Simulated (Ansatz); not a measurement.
# CH2SiTe: a relaxed scan of the dihedral angle H4–C1–Si2–Te3

Aim: the energy along the dihedral angle H4–C1–Si2–Te3, from CCSD(T) and from cheaper methods, relative to the minimum. At each value the rest of the molecule is relaxed at PBE0-D4 with the four atoms held in place.

Method: single points in def2-TZVPP; program: Ansatz 0.2.0, Gaussian basis.

Levels: PBE-D4, r2SCAN-D4, PBE0-D4, B3LYP-D4, wB97M-V, Hartree-Fock, MP2, CCSD, CCSD(T). The scan takes -157.5, -121.5, -85.5, -49.5, -13.5, 22.5, 58.5, 94.5, 130.5, 166.5°.

Cores are frozen in the correlated methods. Filled d shells of the heavier atoms are correlated. Core potentials replace the inner electrons past krypton, and spin-orbit coupling is left out. B3LYP uses VWN-RPA correlation.

46 further runs of the same task are left out: 46 set aside as unsound or not needed.

### Step 1. Where the work starts

SMILES `C#[Si][TeH]`, 5 atoms, charge 0, spin multiplicity 1.

Atoms are counted from 1 here; the program's logs count them from 0.

Bond lengths: C1–Si2 1.706 Å, C1–H4 1.080 Å, Si2–Te3 2.477 Å, Te3–H5 1.661 Å. Angles: Si2–C1–H4 124.6°, C1–Si2–Te3 156.4°, Si2–Te3–H5 87.1°.

Geometry (Å):

```mol
CH2SiTe
  3D, bonds by distance, orders not assigned

  5  4  0  0  0  0  0  0  0  0999 V2000
   -1.8055   -0.0427   -0.1702 C   0  0
   -0.1673   -0.3468    0.1959 Si  0  0
    2.1157    0.1829    0.9975 Te  0  0
   -2.4874   -0.7730   -0.5815 H   0  0
    2.3445    0.9797   -0.4416 H   0  0
  1  2  8  0
  1  4  8  0
  2  3  8  0
  3  5  8  0
M  END
```

### Step 2. Relaxation at PBE0-D4

Input file relax/in.yaml:

```yaml
crystal:
  periodic: [false, false, false]
  atoms:
    - {symbol: C, position_ang: [-1.805550, -0.042720, -0.170220]}
    - {symbol: Si, position_ang: [-0.167300, -0.346840, 0.195900]}
    - {symbol: Te, position_ang: [2.115740, 0.182880, 0.997460]}
    - {symbol: H, position_ang: [-2.487420, -0.772980, -0.581490]}
    - {symbol: H, position_ang: [2.344530, 0.979670, -0.441650]}
basis:
  gaussian: {orbitals: def2-TZVP}
hamiltonian: {xc: pbe0, dispersion: d4}
relax: {f_tol: 0.005, max_steps: 200}
```

The command line of these runs was not kept.

After this run come: Reference energies at the minimum; H4–C1–Si2–Te3 = -157.5°; H4–C1–Si2–Te3 = -121.5°; H4–C1–Si2–Te3 = -85.5°; H4–C1–Si2–Te3 = -49.5°; H4–C1–Si2–Te3 = -13.5°; H4–C1–Si2–Te3 = 22.5°; H4–C1–Si2–Te3 = 58.5°; H4–C1–Si2–Te3 = 94.5°; H4–C1–Si2–Te3 = 130.5°; H4–C1–Si2–Te3 = 166.5°.

Q: Predict the outcome of this session. Wanted: highest point, CCSD(T); lowest point, CCSD(T); RMS deviation from CCSD(T); largest T1 diagnostic.

As calculated:

| quantity | value |
| --- | --- |
| highest point, CCSD(T) | 54.6 kJ/mol at -13.5° |
| lowest point, CCSD(T) | 0.0 kJ/mol at 180.0° |
| RMS deviation from CCSD(T) | PBE-D4 1.7, r2SCAN-D4 3.1, PBE0-D4 2.8, B3LYP-D4 2.7, wB97M-V 3.0, Hartree-Fock 4.8, MP2 12.0, CCSD 2.7 kJ/mol |
| largest T1 diagnostic | 0.056 |

Over the points sampled the torsion costs at most 54.6 kJ/mol, enough to slow or lock the rotation at room temperature. The curve of PBE-D4 lies nearest to CCSD(T), that of MP2 farthest. The T1 diagnostic is large here, over the usual mark for main-group molecules (transition-metal compounds often pass it harmlessly), so CCSD(T) itself may be off. The restricted Hartree–Fock reference is unstable towards an unrestricted one at one or more of these structures.
